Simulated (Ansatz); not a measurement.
# C₂H₅BClN: one species, many methods

An exercise on one series of results from a longer session: the logs are not shown, and one member is left open.

Program: Ansatz 0.2.0, Gaussian basis. Level of theory: functionals in def2-TZVPP, the program's frozen cores in correlated methods. These are calculated values, not measurements.

Plan: PBE-D4, r2SCAN-D4, PBE0-D4, B3LYP-D4, ωB97X-V, ωB97M-V, B2PLYP; CCSD(T)/def2-TZVPP; MP2/def2-QZVPP; extrapolation to the limit.

## The geometry

The geometry comes from an earlier relaxation with PBE0-D4 in a triple-zeta def2 set; it is a stationary point, not always the lowest conformer.

SMILES `CC(=N)BCl`, 10 atoms, charge 0, spin multiplicity 1.

Atoms are counted from 1 here; the program's logs count them from 0.

Bond lengths: C1–C2 1.499 Å, C1–H6 1.094 Å, C1–H7 1.094 Å, C1–H8 1.092 Å, C2–N3 1.278 Å, C2–B4 1.571 Å, N3–H9 1.026 Å, B4–Cl5 1.745 Å, B4–H10 1.188 Å. Angles: C2–C1–H6 110.5°, C2–C1–H7 110.6°, C2–C1–H8 111.4°, H6–C1–H7 106.2°, H6–C1–H8 109.0°, H7–C1–H8 109.0°, C1–C2–N3 124.7°, C1–C2–B4 121.6°, N3–C2–B4 113.7°, C2–N3–H9 110.9°, C2–B4–Cl5 120.4°, C2–B4–H10 121.4°, Cl5–B4–H10 118.2°.

The first run:

Contents of in.yaml:

```yaml
crystal:
  periodic: [false, false, false]
  atoms:
    - {symbol: C, position_ang: [-0.998072, -0.617410, 0.120919]}
    - {symbol: C, position_ang: [0.385115, -0.047461, 0.213687]}
    - {symbol: N, position_ang: [1.287964, -0.454803, 1.021761]}
    - {symbol: B, position_ang: [0.849564, 1.137888, -0.706466]}
    - {symbol: Cl, position_ang: [-0.247604, 1.835994, -1.869391]}
    - {symbol: H, position_ang: [-1.745907, 0.157691, 0.310824]}
    - {symbol: H, position_ang: [-1.193517, -0.988383, -0.889164]}
    - {symbol: H, position_ang: [-1.142148, -1.432635, 0.833220]}
    - {symbol: H, position_ang: [0.939931, -1.226139, 1.601229]}
    - {symbol: H, position_ang: [1.947775, 1.584059, -0.633719]}
basis:
  gaussian: {orbitals: def2-TZVPP}
hamiltonian: {xc: pbe, dispersion: d4}
output: {forces: true, orbitals: {seedname: orbitals}}
```

Run with:

```bash
> ansatz run in.yaml --threads 4 --pin off --events-out ev --progress --plain --max-ram 10444MiB
```

Steps of the session up to this table: PBE-D4 (GGA); r2SCAN-D4 (meta-GGA); PBE0-D4 (hybrid); B3LYP-D4 (hybrid); ωB97X-V (range-separated); ωB97M-V (range-separated); B2PLYP (double hybrid); CCSD(T) in def2-TZVPP; MP2 in def2-QZVPP.

One table of the session follows, with a row left open; its other results are not shown here.

| method | atomisation energy (kJ/mol) |
| --- | --- |
| PBE-D4 | 3998.3 |
| r2SCAN-D4 | 3895.5 |
| PBE0-D4 | 3917.0 |
| B3LYP-D4 | 3892.3 |
| ωB97X-V | 3888.9 |
| ωB97M-V | 3901.0 |
| B2PLYP | ? |
| HF/def2-TZVPP | 2823.2 |
| MP2/def2-TZVPP | 3845.9 |
| CCSD/def2-TZVPP | 3700.0 |
| CCSD(T)/def2-TZVPP | 3766.8 |
| MP2/CBS | 3943.6 |
| CCSD(T)/CBS | 3864.5 |

Estimate the missing values for B2PLYP.

**Answer.** atomisation energy (kJ/mol): 3848.6. In the column «atomisation energy (kJ/mol)» it lies between MP2/def2-TZVPP (3845.9) and CCSD(T)/CBS (3864.5).
